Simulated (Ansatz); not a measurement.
# BrH5OSi2: the cost of one run

Computed with Ansatz 0.2.0, Gaussian basis. Level: the settings change from run to run.

## 1. The molecule

The geometry comes from an earlier relaxation with PBE0-D4 in a triple-zeta def2 set; it is a stationary point, not always the lowest conformer.

9 atoms, charge 0, spin multiplicity 1.

Atoms are counted from 1 here; the program's logs count them from 0.

Bond lengths: Si1–O2 1.645 Å, Si1–H5 1.485 Å, Si1–H6 1.483 Å, Si1–H7 1.482 Å, O2–Si3 1.619 Å, Si3–Br4 2.221 Å, Si3–H8 1.477 Å, Si3–H9 1.479 Å. Angles: O2–Si1–H5 109.9°, O2–Si1–H6 110.0°, O2–Si1–H7 107.3°, H5–Si1–H6 109.6°, H5–Si1–H7 109.9°, H6–Si1–H7 110.1°, Si1–O2–Si3 145.5°, O2–Si3–Br4 110.2°, O2–Si3–H8 109.1°, O2–Si3–H9 110.5°, Br4–Si3–H8 107.8°, Br4–Si3–H9 107.0°, H8–Si3–H9 112.2°.

## 2. HSE06/cc-pVTZ-DK

This run has a point charge of 2.00 e beside it.

in.yaml reads:

```yaml
crystal:
  periodic: [false, false, false]
  atoms:
    - {symbol: Si, position_ang: [0.426874, 1.467437, 0.369219]}
    - {symbol: O, position_ang: [-0.550193, 0.161920, 0.156003]}
    - {symbol: Si, position_ang: [-0.637687, -1.368442, -0.365867]}
    - {symbol: Br, position_ang: [1.327630, -2.375619, -0.124665]}
    - {symbol: H, position_ang: [1.048857, 1.850839, -0.923434]}
    - {symbol: H, position_ang: [1.486610, 1.150616, 1.357246]}
    - {symbol: H, position_ang: [-0.420871, 2.575036, 0.868995]}
    - {symbol: H, position_ang: [-1.623817, -2.102739, 0.451836]}
    - {symbol: H, position_ang: [-0.968902, -1.405550, -1.806533]}
basis:
  gaussian: {orbitals: cc-pVTZ-DK, point_charges: [{charge: 2.00, position_ang: [4.055, 0.047, 0.346]}]}
hamiltonian: {xc: {name: HSE06}}
```

On the command line:

```bash
$ ansatz run in.yaml --threads 2 --pin off --events-out ev --progress --plain --max-ram 22528MiB --backend cpu
```

What time and memory should one allow on 2 threads of AMD EPYC 7R13, shared host?

About 3.8 s, with a peak of 0.56 GiB.
